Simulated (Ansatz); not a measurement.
# Si4Mo2C: the cost of one run

Computed with Ansatz 0.2.0 (DFT PBE, scalar-relativistic, plane waves, PAW, unless a step's input says otherwise).

8 further runs of the same task are left out: 8 set aside as unsound or not needed. Runs told in other sessions of the task aren't counted.

## Step 1: The starting structure

It takes space group P4mm (No. 99, tetragonal). Conventional cell: a = 3.217 Å, b = 3.217 Å, c = 23.379 Å, α = 90.00°, β = 90.00°, γ = 90.00°. Si (site symmetry 4mm) is surrounded by 1 Si at 2.60 Å and 4 Mo at 2.62 Å. Around Mo (site symmetry 4mm) lie 9 Si at 2.56 to 2.62 Å. Around Si (site symmetry 4mm) lie 5 Mo at 2.58 to 2.62 Å and 5 Si at 2.60 Å. Si (site symmetry 4mm) is surrounded by 5 Si at 2.52 to 2.60 Å and 5 Mo at 2.56 to 2.63 Å. Mo (site symmetry 4mm) has 1 C at 1.80 Å and 9 Si at 2.57 to 2.63 Å in its first shell of neighbours. Si (site symmetry 4mm) is surrounded by 4 C at 2.35 Å and 1 Si at 2.52 Å and 4 Mo at 2.57 Å. C (site symmetry 4mm) has 1 Mo at 1.80 Å in its first shell of neighbours.

As a file:

```cif
data_structure
_symmetry_space_group_name_H-M 'P 1'
_symmetry_Int_Tables_number 1
_cell_length_a 3.2170
_cell_length_b 3.2170
_cell_length_c 23.3788
_cell_angle_alpha 90.000
_cell_angle_beta 90.000
_cell_angle_gamma 90.000
_cell_volume 241.95
loop_
_atom_site_label
_atom_site_type_symbol
_atom_site_fract_x
_atom_site_fract_y
_atom_site_fract_z
_atom_site_occupancy
Si1 Si 0.00000 0.00000 0.17110 1
Mo1 Mo 0.50000 0.50000 0.22663 1
Si2 Si 0.00000 0.00000 0.28216 1
Si3 Si 0.50000 0.50000 0.33631 1
Mo2 Mo 0.00000 0.00000 0.39238 1
Si4 Si 0.50000 0.50000 0.44394 1
C1 C 0.00000 0.00000 0.46918 1
```

This is the geometry of the first run shown, built on a cell relaxed beforehand with the same method.

## Step 2: The scan

Atoms count from 1 in the order of the input.

C is moved along a line over the surface and along the normal, above a rigid substrate.

The axes are (1) position of C7 along the diagonal of the surface cell, from above Si6: 8 values from 0.00 to 3.98 Å, periodic; (2) height of C7 above the plane of Si6: 8 values from 0.59 to 3.63 Å.

Nothing else is relaxed. Points are written as (first, second).

## Step 3: Grid point (2.27 Å, 0.59 Å)

The cell repeats along c, and a dipole correction in the vacuum removes the field between the copies.

File input.yaml:

```yaml
crystal:
  lattice:
    - [3.2169717515, 0.0, 0.0]
    - [0.0, 3.2169717515, 0.0]
    - [0.0, 0.0, 23.3787970174]
  atoms:
    - { symbol: Si, position: [0.0, 0.0, 0.1710952021] }
    - { symbol: Mo, position: [0.5, 0.5, 0.2266291875] }
    - { symbol: Si, position: [0.0, 0.0, 0.2821631729] }
    - { symbol: Si, position: [0.5, 0.5, 0.3363088202] }
    - { symbol: Mo, position: [0.0, 0.0, 0.3923845043] }
    - { symbol: Si, position: [0.5, 0.5, 0.4439405933] }
    - { symbol: C, position: [1.0, 1.0, 0.4691771356], spin: 2.0 }
basis:
  ecutwfc: 420
kpoints:
  mp_grid: { grid: [8, 8, 1] }
hamiltonian:
  xc: pbe
  pseudopotentials: { kind: paw, azcp: { folder: soft_1 } }
scf:
  occupations: { method: gaussian, width: 0.1 }
output:
  forces: true
  eigenvalues: true
  populations: true
magnetization:
  spin_polarized: true
efield:
  axis: 3
  dipole_correction: true
  ramp_width: 0.04
```

Started as:

```
$ ansatz run input.yaml --threads 1 --pin off --max-ram 3072MiB --backend cpu --events-out ev --progress --plain --runs-dir out
```

What time and memory should one allow on 1 thread of Intel Xeon Platinum 8259CL at 2.50GHz (Skylake/Cascade Lake), shared host?

About 38 s, with a peak of 0.56 GiB.
